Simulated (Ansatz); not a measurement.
**Zn4Se3S: from a guess to a relaxed structure**

The task: take a trial cell of Zn4Se3S to zero force and stress, then test the end with a random kick.

Method: DFT PBE, scalar-relativistic, plane waves, PAW, in Ansatz 0.2.0.

## Step 1: The system as given

The structure is orthorhombic, space group Pmm2 (No. 25). The conventional cell has a = 4.002 Å, b = 8.009 Å, c = 5.657 Å, α = 90.00°, β = 90.00°, γ = 90.00°. Zn (site symmetry m) has 1 S at 2.37 Å and 3 Se at 2.47 to 2.49 Å in its first shell of neighbours. Around Zn (site symmetry mm2) lie 2 S at 2.39 Å and 2 Se at 2.48 Å. Zn (site symmetry mm2) has 4 Se at 2.47 Å in its first shell of neighbours. Se (site symmetry m) is surrounded by 4 Zn at 2.47 to 2.48 Å. Around Se (site symmetry mm2) lie 4 Zn at 2.47 to 2.49 Å. S (site symmetry mm2) has 4 Zn at 2.37 to 2.39 Å in its first shell of neighbours.

Coordinates:

```cif
data_structure
_symmetry_space_group_name_H-M 'P 1'
_symmetry_Int_Tables_number 1
_cell_length_a 4.0015
_cell_length_b 8.0089
_cell_length_c 5.6569
_cell_angle_alpha 90.000
_cell_angle_beta 90.000
_cell_angle_gamma 90.000
_cell_volume 181.29
loop_
_atom_site_label
_atom_site_type_symbol
_atom_site_fract_x
_atom_site_fract_y
_atom_site_fract_z
_atom_site_occupancy
Zn1 Zn 0.00000 0.74071 0.99347 1
Zn2 Zn 0.50000 0.50000 0.51769 1
Zn3 Zn 0.00000 0.25929 0.99347 1
Zn4 Zn 0.50000 0.00000 0.49475 1
Se1 Se 0.50000 0.74483 0.25012 1
Se2 Se 0.50000 0.25517 0.25012 1
Se3 Se 0.00000 0.00000 0.75089 1
S1 S 0.00000 0.50000 0.74947 1
```

The start is the relaxed end of an invented cell (made as: elements ordered on the sites of the ZnSe type, S/Se on Se (Pmm2, No. 25)), taken up again for a closer look.

## Step 2: Probe: one point on a coarse mesh

input.yaml

```yaml
crystal:
  lattice:
    - [4.0015399, 0.0, 0.0]
    - [0.0, 8.0088897, 0.0]
    - [0.0, 0.0, 5.6569268]
  atoms:
    - { symbol: Zn, position: [0.0, 0.740712, 0.993472] }
    - { symbol: Zn, position: [0.5, 0.5, 0.517693] }
    - { symbol: Zn, position: [0.0, 0.259288, 0.993472] }
    - { symbol: Zn, position: [0.5, 0.0, 0.494754] }
    - { symbol: Se, position: [0.5, 0.744827, 0.250123] }
    - { symbol: Se, position: [0.5, 0.255173, 0.250123] }
    - { symbol: Se, position: [0.0, 0.0, 0.750893] }
    - { symbol: S, position: [0.0, 0.5, 0.74947] }
basis:
  ecutwfc: 420
kpoints:
  mp_grid: { grid: [4, 2, 4] }
hamiltonian:
  xc: pbe
scf:
  occupations: { method: gaussian, width: 0.1 }
  lower_state_search: "off"
output:
  forces: true
  stress: true
  eigenvalues: true
```

Command:

```console
ansatz run input.yaml --threads 4 --pin off --max-ram 8192MiB --backend cpu --events-out ev --progress --plain --runs-dir out
```

Further runs follow: full relaxation; reference for the kick test; kicked and relaxed without symmetry.

Before running it: what results should come out? Wanted: conventional cell; volume; energy over the elements; gap on the mesh.

The runs gave:

| quantity | value |
| --- | --- |
| symmetry at the end (tolerance 0.02 Å) | space group Pmm2 (No. 25) |
| conventional cell | a = 4.002 Å, b = 8.009 Å, c = 5.657 Å, α = 90.00°, β = 90.00°, γ = 90.00° |
| volume | 22.66 Å³/atom |
| energy over the elements | -0.73 eV/atom |
| gap on the mesh | 1.28 eV |

In words: The space group Pmm2 (No. 25) is kept, at nearly the size of the first guess. It lies below the elements, which doesn't yet make it stable: competing phases were not computed in this session. The kicked cell came back to the same energy, so the end is stable against the distortions that fit this cell and this draw; modes that don't fit the cell aren't tested.
